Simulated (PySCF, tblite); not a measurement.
**C4H4F3O2 radical: geometry, infrared bands and EPR parameters**

Wanted: the infrared bands and EPR parameters of C4H4F3O2 radical (`C[C](C=O)OC(F)(F)F`), by calculation.

Programs: tblite 0.8.0 and PySCF 2.14.0, with density-fitted response routines of our own. Each step states its level of theory. These are calculated values for one molecule in the gas phase, unless marked as measured. Atoms count from 0, in the outputs and in this text.

### 1 The molecule as given

13 atoms, charge 0, multiplicity 2; geometry from: force field or distance geometry start.

Bonds of the start (Å): C0–C1 1.51, C1–C2 1.47, C2–O3 1.22, C1–O4 1.40, O4–C5 1.38, C5–F6 1.37, C5–F7 1.41, C5–F8 1.39, C0–H9 1.13, C0–H10 1.11, C0–H11 1.11, C2–H12 1.08.

### 2 Geometry optimisation with GFN2-xTB

Job settings and geometry (Å):

```
{"job": {"kind": "relax", "xc": "GFN2-xTB", "basis": "xTB"}, "charge": 0, "multiplicity": 2}
C     -1.142700    -1.239700     0.141100
C     -0.379400     0.060000     0.275400
C     -1.098900     1.210800    -0.285500
O     -2.319800     1.253700    -0.196100
O      0.756100    -0.091900    -0.528500
C      1.905200     0.307200     0.117000
F      1.757000     1.631400     0.456200
F      2.100500    -0.478700     1.268300
F      2.955800     0.141800    -0.783700
H     -1.305600    -1.754800     1.136900
H     -2.124500    -1.092100    -0.351300
H     -0.569000    -1.939900    -0.499100
H     -0.539000     1.992600    -0.768400
```

Command:

```console
$ OMP_NUM_THREADS=1 python probes_run.py task.json out
```

This one command runs all jobs of the session in turn.

Output:

```text
step      E/eV     max force
  0    -893.37633    3.468
  1    -893.87295    2.775
  2    -894.07156    2.760
  3    -894.20856    1.043
  4    -894.29897    0.726
  5    -894.36827    0.932
  6    -894.42080    0.878
  7    -894.46978    0.549
  8    -894.50692    0.569
  9    -894.53419    0.431
 10    -894.55311    0.438
 11    -894.57060    0.403
 12    -894.58584    0.366
 13    -894.59380    0.258
 14    -894.59797    0.188
 15    -894.60220    0.243
 16    -894.60806    0.260
 17    -894.61528    0.302
 18    -894.62253    0.237
 19    -894.62858    0.209
 20    -894.63338    0.180
 21    -894.63687    0.158
 22    -894.63899    0.128
 23    -894.64030    0.094
 24    -894.64128    0.087
 25    -894.64206    0.083
 26    -894.64273    0.080
 27    -894.64331    0.058
 28    -894.64379    0.063
 29    -894.64416    0.055
 30    -894.64446    0.050
 31    -894.64477    0.053
 32    -894.64516    0.071
 33    -894.64565    0.074
 34    -894.64616    0.070
 35    -894.64663    0.063
 36    -894.64704    0.060
 37    -894.64747    0.068
 38    -894.64801    0.098
 39    -894.64876    0.107
 40    -894.64983    0.093
 41    -894.65131    0.124
 42    -894.65319    0.148
 43    -894.65525    0.134
 44    -894.65714    0.114
 45    -894.65866    0.092
 46    -894.65952    0.076
 47    -894.65919    0.174
 48    -894.66037    0.079
 49    -894.66072    0.063
 50    -894.66178    0.097
 51    -894.66273    0.131
 52    -894.66434    0.135
 53    -894.66619    0.121
 54    -894.66782    0.161
 55    -894.66946    0.238
 56    -894.67204    0.166
 57    -894.67582    0.174
 58    -894.67937    0.134
 59    -894.68202    0.179
 60    -894.68197    0.154
 61    -894.68433    0.076
 62    -894.68479    0.066
 63    -894.68528    0.056
 64    -894.68568    0.070
 65    -894.68636    0.078
 66    -894.68720    0.077
 67    -894.68816    0.116
 68    -894.68928    0.112
 69    -894.69063    0.145
 70    -894.69341    0.156
 71    -894.69639    0.175
 72    -894.69982    0.349
 73    -894.70319    0.388
 74    -894.71154    0.261
 75    -894.71848    0.161
 76    -894.72083    0.410
 77    -894.72728    0.198
 78    -894.73186    0.243
 79    -894.73645    0.333
 80    -894.74075    0.182
 81    -894.74630    0.156
 82    -894.75203    0.351
 83    -894.75618    0.216
 84    -894.75964    0.227
 85    -894.76447    0.144
 86    -894.76342    0.404
 87    -894.76974    0.126
 88    -894.77149    0.091
 89    -894.77254    0.063
 90    -894.77287    0.063
 91    -894.77328    0.050
 92    -894.77373    0.048
 93    -894.77421    0.070
 94    -894.77480    0.073
 95    -894.77548    0.071
 96    -894.77618    0.067
 97    -894.77687    0.056
 98    -894.77760    0.074
 99    -894.77839    0.067
100    -894.77903    0.052
101    -894.77941    0.063
102    -894.77964    0.030
103    -894.77974    0.018
104    -894.77978    0.014
105    -894.77980    0.015
106    -894.77982    0.014
107    -894.77984    0.014
108    -894.77986    0.013
109    -894.77989    0.014
110    -894.77996    0.025
111    -894.78009    0.038
112    -894.78036    0.049
113    -894.78074    0.057
114    -894.78116    0.064
115    -894.78167    0.046
116    -894.78199    0.060
117    -894.78256    0.065
118    -894.78279    0.125
119    -894.78348    0.034
120    -894.78379    0.031
121    -894.78407    0.041
122    -894.78421    0.027
123    -894.78436    0.037
124    -894.78449    0.029
125    -894.78459    0.048
126    -894.78475    0.032
127    -894.78491    0.027
128    -894.78507    0.026
129    -894.78521    0.022
130    -894.78511    0.069
131    -894.78532    0.013
132    -894.78535    0.012
133    -894.78542    0.024
134    -894.78547    0.015
135    -894.78554    0.013
136    -894.78561    0.009
```

Run time: 2.5 s. Hardware: 1 thread of AMD EPYC, shared host; peak memory 0.18 GiB.

Relaxation path: (not every step is listed)

```
step  energy from step 0 (eV)  largest force (eV/Å)
   0                   0.0000                3.4681
   1                  -0.4966                2.7752
   2                  -0.6952                2.7602
   3                  -0.8322                1.0426
   4                  -0.9226                0.7260
   5                  -0.9919                0.9315
   6                  -1.0445                0.8782
   7                  -1.0934                0.5488
   8                  -1.1306                0.5687
  20                  -1.2570                0.1801
  32                  -1.2688                0.0714
  44                  -1.2808                0.1144
  56                  -1.2957                0.1656
  68                  -1.3130                0.1124
  80                  -1.3644                0.1816
  92                  -1.3974                0.0483
 104                  -1.4034                0.0145
 116                  -1.4057                0.0599
 128                  -1.4087                0.0257
 131                  -1.4090                0.0134
 132                  -1.4090                0.0124
 133                  -1.4091                0.0239
 134                  -1.4091                0.0147
 135                  -1.4092                0.0135
 136                  -1.4093                0.0091
```

Distances of close pairs at the start and the end, largest changes first:

```
  bond  before (Å)  after (Å)  change (Å)
 C5–F7       1.408      1.339      -0.069
 C5–F8       1.394      1.326      -0.068
 C1–C2       1.469      1.420      -0.049
 O4–C5       1.377      1.330      -0.047
 C0–H9       1.133      1.091      -0.042
 C0–C1       1.513      1.474      -0.039
 C5–F6       1.375      1.338      -0.036
C2–H12       1.076      1.100      +0.024
```

The next job starts from the end point, and lists it.

### 3 Harmonic vibrations with GFN2-xTB

Job settings and geometry (Å):

```
{"job": {"kind": "ir", "xc": "GFN2-xTB", "basis": "xTB"}, "charge": 0, "multiplicity": 2}
C     -1.257794    -1.406692    -0.141958
C     -0.415594    -0.202986    -0.019338
C     -0.970497     1.099515     0.088627
O     -2.181083     1.297554     0.069399
O      0.938039    -0.484042    -0.012011
C      1.862993     0.468829     0.059490
F      1.809087     1.350682    -0.945997
F      1.816184     1.182814     1.190937
F      3.055785    -0.107614     0.011099
H     -1.083494    -2.081661     0.697409
H     -2.299671    -1.098896    -0.162252
H     -1.006782    -1.959193    -1.048371
H     -0.271562     1.942177     0.195237
```

Output:

```text
mode    cm-1     km/mol
  1      49.7      0.10
  2      60.9      4.10
  3      81.2      0.50
  4     141.9      1.48
  5     224.1     15.14
  6     248.8      8.92
  7     316.5      8.98
  8     330.4      1.90
  9     364.9     18.00
 10     399.0      0.05
 11     483.1     11.57
 12     552.2     26.70
 13     596.5     19.75
 14     678.9      7.34
 15     811.6     18.62
 16     868.6      1.30
 17     904.5     73.96
 18     965.2     14.59
 19     994.9      2.67
 20    1043.1    433.08
 21    1114.7    317.81
 22    1176.1    687.23
 23    1229.2    209.24
 24    1356.9     49.83
 25    1375.0     80.04
 26    1401.4     18.36
 27    1405.0     65.00
 28    1438.2      9.09
 29    1577.6    137.57
 30    2855.1     70.18
 31    2973.9      0.08
 32    2998.0      0.90
 33    3059.7      0.22
```

Run time: 1 s. Hardware: 1 thread of AMD EPYC, shared host; peak memory 0.18 GiB.

Which atoms move in the most intense modes:

```
cm⁻¹  km/mol                                atoms
 904    74.0            C2 20 %, C0 19 %, O4 18 %
1043   433.1            C5 75 %, F7 12 %, F6 12 %
1115   317.8                     C5 73 %, F8 18 %
1176   687.2                     C5 64 %, O4 28 %
1229   209.2                     C1 61 %, O4 14 %
1375    80.0  C1 24 %, H11 18 %, H9 18 %, C0 16 %
1578   137.6                     C2 59 %, O3 39 %
2855    70.2                             H12 94 %
```

### 4 EPR parameters: B3LYP/pcH-1

The job, as its differences from that of step 3:

```diff
@@ -1,2 +1,2 @@
-{"job": {"kind": "ir", "xc": "GFN2-xTB", "basis": "xTB"}, "charge": 0, "multiplicity": 2}
+{"job": {"kind": "epr", "basis": "pcH-1"}, "charge": 0, "multiplicity": 2}
 C     -1.257794    -1.406692    -0.141958
```

Level: UKS B3LYP, pcH-1 on C F H O, non-relativistic, mean-field spin-orbit, GIAO.

Output:

```text
UKS, coarse grid
  cycle   1  E = -604.45212258  |g| = 9.82e-01
  cycle   2  E = -602.55131772  |g| = 2.26e+00
  cycle   3  E = -604.65747027  |g| = 5.72e-01
  cycle   4  E = -604.79358628  |g| = 7.80e-02
  cycle   5  E = -604.79595440  |g| = 4.23e-02
  cycle   6  E = -604.79677515  |g| = 2.34e-02
  cycle   7  E = -604.79705496  |g| = 9.66e-03
  cycle   8  E = -604.79713249  |g| = 4.96e-03
  cycle   9  E = -604.79714709  |g| = 1.69e-03
  cycle  10  E = -604.79714853  |g| = 7.30e-04
UKS, final grid
  cycle   1  E = -604.79716307  |g| = 8.25e-04
  cycle   2  E = -604.79716287  |g| = 1.19e-03
  cycle   3  E = -604.79716342  |g| = 2.55e-04
  cycle   4  E = -604.79716345  |g| = 1.30e-04
  cycle   5  E = -604.79716347  |g| = 7.74e-05
  cycle   6  E = -604.79716348  |g| = 1.94e-05
E = -604.79716348 Eh   <S^2> = 0.7626 (exact 0.7500)
g shifts (ppm)      1          2          3
  rmc          -231       -231       -231
  gc            -16         42         46
  oz_so         232       3164       5832
  total         -15       2975       5646
hyperfine (MHz)  atom isotope    a_iso     a_fc   dipolar eigenvalues
    0   13C     -23.14     -23.14     -1.72      0.80      0.92
    1   13C      64.30      64.30    -59.96    -58.63    118.59
    2   13C     -35.95     -35.95     -8.55      1.03      7.52
    3   17O     -23.78     -23.78   -108.67     53.98     54.69
    4   17O     -11.33     -11.33    -36.13     17.20     18.93
    5   13C      -3.29      -3.29     -1.51      0.08      1.43
    6   19F      -0.37      -0.37    -10.24     -6.85     17.09
    7   19F       1.71       1.71     -9.94     -6.51     16.45
    8   19F      -2.75      -2.75     -4.25     -1.07      5.32
    9    1H      80.07      80.07     -3.98     -2.92      6.90
   10    1H       0.95       0.95     -4.24     -2.26      6.50
   11    1H      75.17      75.17     -4.02     -2.81      6.83
   12    1H      -3.16      -3.16     -5.19     -2.01      7.20
```

It took 2.4 min on 1 thread of AMD EPYC, shared host; peak memory 1.1 GiB.

Principal g values 2.00230, 2.00529, 2.00797; g(iso) = 2.00519, against 2.00232 for a free electron.

Hyperfine couplings; where a row names several nuclei, a(iso) is their mean (it holds for fast rotation or exchange) and the dipolar term the largest among them:

```
      nuclei  isotope  a(iso) (MHz)  a(iso) (G, at g = 2.0023)  largest dipolar term (MHz)
          C1      13C          64.3                       22.9                       118.6
H9, H10, H11       1H          52.1                       18.6                         6.9
          C2      13C         -35.9                      -12.8                        -8.6
          O3      17O         -23.8                       -8.5                      -108.7
          C0      13C         -23.1                       -8.3                        -1.7
          O4      17O         -11.3                       -4.0                       -36.1
          C5      13C          -3.3                       -1.2                        -1.5
         H12       1H          -3.2                       -1.1                         7.2
  F6, F7, F8      19F          -0.5                       -0.2                        17.1
```

Mulliken spin populations:

C0 -0.05; C1 0.66; C2 -0.08; O3 0.35; O4 0.06; C5 0.00; F6 0.00; F7 0.00; F8 0.00; H9 0.03; H10 0.00; H11 0.03; H12 0.00

In first order the couplings over 0.8 MHz of 1H give 8 distinct lines over 56.9 G, if the averaged nuclei exchange fast.

The fields below are evaluated on a grid from the run's orbitals.

ELF in a plane through or near 9 of the atoms.

Ten even steps from ' ' (0.00) to '@' (1.00):
```
                                                        
                                                        
                              ..----::                  
                      ..      ==####++::                
                  ::%%@@%%..  ++@@@@%%**==              
                  --@@@@@@%%==****==##%%**::            
                    **@@@@@@--::%%##@@%%++..            
                    ..++%%**..::====++::                
                        ..**%%%%==    ..==++++::        
              ::----::....==::--++++++@@@@@@@@##        
              --..==**##**##::::%%%%==@@@@@@@@**        
      ..==++**##**::%%**####++==##--##--**++--..        
      ::**%%##++##--==####%%==  --++**++==..            
      ..++##**++%%::..**%%##--  ::==**==::              
        ..--**####::  ..==::      ......                
            ::::::                                      
                                                        
                                                        
                                                        
                                                        
```
The map spans 10.6 Å across and 9.5 Å up, centred on the molecule. Atoms in the plane (x, y in Å): C0 (1.8, -0.7), C1 (0.5, 0.0), C2 (0.4, 1.4), O3 (1.4, 2.1), O4 (-0.6, -0.9), C5 (-1.9, -0.4), F8 (-2.7, -1.5), H10 (2.6, 0.0), H12 (-0.6, 1.9).

On the surface of density 0.002 e/bohr³ the electrostatic potential runs, from the 1st to the 99th percentile, from -1.49 V near O3 to 1.17 V near H9.

The spin density lies nearest to C1 45 %; O3 28 %; O4 8 %; C2 8 % (both signs).

### 5 Results

```
                                 quantity                  value
strongest single infrared mode (GFN2-xTB)  1176 cm⁻¹, 687 km/mol
             zero-point energy (GFN2-xTB)          48.7 kcal/mol
                           g(iso) (B3LYP)                2.00519
                                     ⟨S²⟩     0.763 (exact 0.75)
       largest a(iso) (averaged by class)    13C on C1, 64.3 MHz
    surface potential, 1st and 99th percentile     -1.49 V and 1.17 V
```

In words: Relaxing lowered the energy by 1.409 eV in 136 steps; the close pair that moved most is C5–F7, from 1.408 to 1.339 Å. All 33 modes are real, so the xTB geometry is a minimum. The strongest single mode, at 1176 cm⁻¹, moves mainly C5. GFN2-xTB is a fitted tight-binding method: band positions and strengths are rough. Its intensities can rank the bands wrongly. The largest share of the spin, 0.66 e, sits on C1. The isotropic g lies 2.9 ppt above the free-electron value.
